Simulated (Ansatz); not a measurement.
Molecular dynamics of CsP₂H₃N

The input (input.yaml):

```yaml
accuracy: low
crystal:
  lattice:
    - [6.836652, 0.0, 0.0]
    - [0.0, 12.83058, 0.0]
    - [-1.892397, 0.0, 6.522169]
  atoms:
    - { symbol: Cs, position: [0.75780181, 0.87810639, 0.84887948] }
    - { symbol: Cs, position: [0.24957298, 0.3739396, 0.67025206] }
    - { symbol: Cs, position: [0.2537875, 0.12994874, 0.17206647] }
    - { symbol: Cs, position: [0.74544065, 0.62002876, 0.31263686] }
    - { symbol: H, position: [0.39451618, 0.63239634, 0.77785941] }
    - { symbol: H, position: [0.60060585, 0.17350355, 0.72854646] }
    - { symbol: H, position: [0.52362782, 0.36019379, 0.23094185] }
    - { symbol: H, position: [0.40241711, 0.8703476, 0.23605344] }
    - { symbol: H, position: [0.34998919, 0.6359569, 0.55111568] }
    - { symbol: H, position: [0.65901602, 0.13830169, 0.98839293] }
    - { symbol: H, position: [0.59248693, 0.35050271, 0.49685699] }
    - { symbol: H, position: [0.34908482, 0.82834756, -0.01706306] }
    - { symbol: H, position: [0.20730325, 0.76989581, 0.66722792] }
    - { symbol: H, position: [0.74154663, 0.29615422, 0.9251215] }
    - { symbol: H, position: [0.78253334, 0.25091795, 0.34697115] }
    - { symbol: H, position: [0.34704105, 0.68877707, 0.20804259] }
    - { symbol: P, position: [0.21806838, 0.97816286, 0.6412339] }
    - { symbol: P, position: [0.7923718, 0.47546353, 0.85495905] }
    - { symbol: P, position: [0.7911934, 0.0193584, 0.34352451] }
    - { symbol: P, position: [0.20360795, 0.5165338, 0.15878639] }
    - { symbol: P, position: [0.01168864, 0.60937848, 0.88558332] }
    - { symbol: P, position: [0.99385112, 0.10052688, 0.57957843] }
    - { symbol: P, position: [0.99272681, 0.38437188, 0.09584214] }
    - { symbol: P, position: [0.01193282, 0.89845331, 0.39797138] }
    - { symbol: "N", position: [0.41758784, 0.68756999, 0.6638307] }
    - { symbol: "N", position: [0.59539331, 0.2012377, 0.88526464] }
    - { symbol: "N", position: [0.53930129, 0.3010698, 0.36539227] }
    - { symbol: "N", position: [0.43244306, 0.80615209, 0.13219134] }
basis:
  ecutwfc: 250.0
kpoints:
  mp_grid: { grid: [2, 1, 2] }
hamiltonian:
  xc: pbesol
scf:
  occupations: { method: fermi_dirac, width: 0.05 }
  lower_state_search: "off"
md:
  timestep: 0.75
  n_steps: 160
  ensemble: nvt_langevin
  temperature: 910.0
  initial_velocities: maxwell_boltzmann
  seed: 291437
  friction: 0.005
```

Command:

```bash
$ ansatz run input.yaml --threads 1 --pin off --max-ram 3072MiB --backend cpu --events-out ev --progress --plain --runs-dir out
```

It goes on from the last frame of an earlier run, with new velocities.

Output, in part (step lines):

```
md step     0: t =     0.00 fs  T =   877.5 K  F+E_penalty+E_count = -29957.16000727 eV  E_kin = 3.175918 eV  (12 SCF iters)
md step     1: t =     0.75 fs  T =   953.3 K  F+E_penalty+E_count = -29957.36118639 eV  E_kin = 3.450184 eV  (7 SCF iters)
md step     2: t =     1.50 fs  T =  1111.0 K  F+E_penalty+E_count = -29957.79221488 eV  E_kin = 4.020965 eV  (10 SCF iters)
md step     3: t =     2.25 fs  T =  1298.4 K  F+E_penalty+E_count = -29958.56938782 eV  E_kin = 4.699322 eV  (10 SCF iters)
md step     4: t =     3.00 fs  T =  1554.6 K  F+E_penalty+E_count = -29959.67951786 eV  E_kin = 5.626369 eV  (10 SCF iters)
md step     5: t =     3.75 fs  T =  1890.6 K  F+E_penalty+E_count = -29960.99591506 eV  E_kin = 6.842444 eV  (7 SCF iters)
md step     6: t =     4.50 fs  T =  2275.4 K  F+E_penalty+E_count = -29962.45369903 eV  E_kin = 8.235384 eV  (7 SCF iters)
md step     7: t =     5.25 fs  T =  2620.6 K  F+E_penalty+E_count = -29963.88853370 eV  E_kin = 9.484533 eV  (7 SCF iters)
[... lines left out ...]
md step   160: t =   120.00 fs  T =  1574.4 K  F+E_penalty+E_count = -29964.06702698 eV  E_kin = 5.698219 eV  (10 SCF iters)
```

The steps, from the saved trajectory:

| time (fs) | T (K) | potential energy less start (eV) |
| --- | --- | --- |
| 0.0 | 878 | 0.000 |
| 3.8 | 1891 | -3.836 |
| 7.5 | 1968 | -4.647 |
| 11.2 | 2462 | -6.177 |
| 15.0 | 875 | -0.446 |
| 18.8 | 1288 | -2.177 |
| 22.5 | 2657 | -7.584 |
| 26.2 | 2266 | -6.266 |
| 30.0 | 1327 | -2.934 |
| 33.8 | 808 | -0.977 |
| 37.5 | 1528 | -3.578 |
| 41.2 | 1764 | -4.485 |
| 45.0 | 1895 | -5.102 |
| 48.8 | 1717 | -4.701 |
| 52.5 | 1573 | -4.405 |
| 56.2 | 1953 | -5.893 |
| 60.0 | 1259 | -3.441 |
| 63.8 | 1737 | -5.090 |
| 67.5 | 1826 | -5.536 |
| 71.2 | 2218 | -7.448 |
| 75.0 | 1816 | -6.038 |
| 78.8 | 1534 | -4.999 |
| 82.5 | 2092 | -7.130 |
| 86.2 | 1831 | -6.500 |
| 90.0 | 1492 | -5.397 |
| 93.8 | 1686 | -6.095 |
| 97.5 | 1520 | -5.579 |
| 101.2 | 1713 | -6.349 |
| 105.0 | 1118 | -4.161 |
| 108.8 | 2023 | -7.995 |
| 112.5 | 1768 | -7.251 |
| 116.2 | 966 | -4.547 |
| 120.0 | 1574 | -6.907 |

The run went to its last step. The mean temperature of the second half is 78 % above the set value. A run of 0.12 ps of so small a system gives no equilibrium averages. The plane-wave cutoff is below what these datasets need, so energies and pressures aren't converged. Limits of this set-up: low accuracy level.

Mean squared displacements from the first frame to the last, about the centre of mass: Cs 0.24 Å², H 2.20 Å², P 0.17 Å², N 0.59 Å².

Last frame:

```xyz
28
Lattice="6.8367 0.0000 0.0000 0.0000 12.8306 0.0000 -1.8924 0.0000 6.5222" Properties=species:S:1:pos:R:3
Cs 4.002 11.421 5.023
Cs 0.520 4.550 4.616
Cs 0.984 1.521 1.080
Cs 4.588 7.419 1.861
H 1.362 9.782 5.003
H 2.828 1.614 5.410
H 4.098 3.235 2.135
H 1.351 10.687 1.629
H 1.839 9.706 3.418
H 2.366 1.883 6.974
H 3.470 4.165 3.346
H 3.130 10.444 1.757
H 0.955 8.632 4.133
H 3.775 2.631 6.331
H 4.035 2.598 3.899
H 2.384 10.268 0.267
P 0.296 12.347 4.276
P 3.912 5.824 5.450
P 4.674 0.524 2.455
P 1.334 6.755 0.434
P -1.858 7.599 5.444
P 5.735 1.331 4.117
P 6.740 5.085 0.785
P -0.683 11.825 2.461
N 1.266 9.493 4.134
N 2.763 2.260 6.127
N 3.357 3.299 2.845
N 2.158 10.117 1.360
```

Time of the run: 12 min on 1 thread of Arm Neoverse V2, on a shared host, peak memory 0.61 GiB.
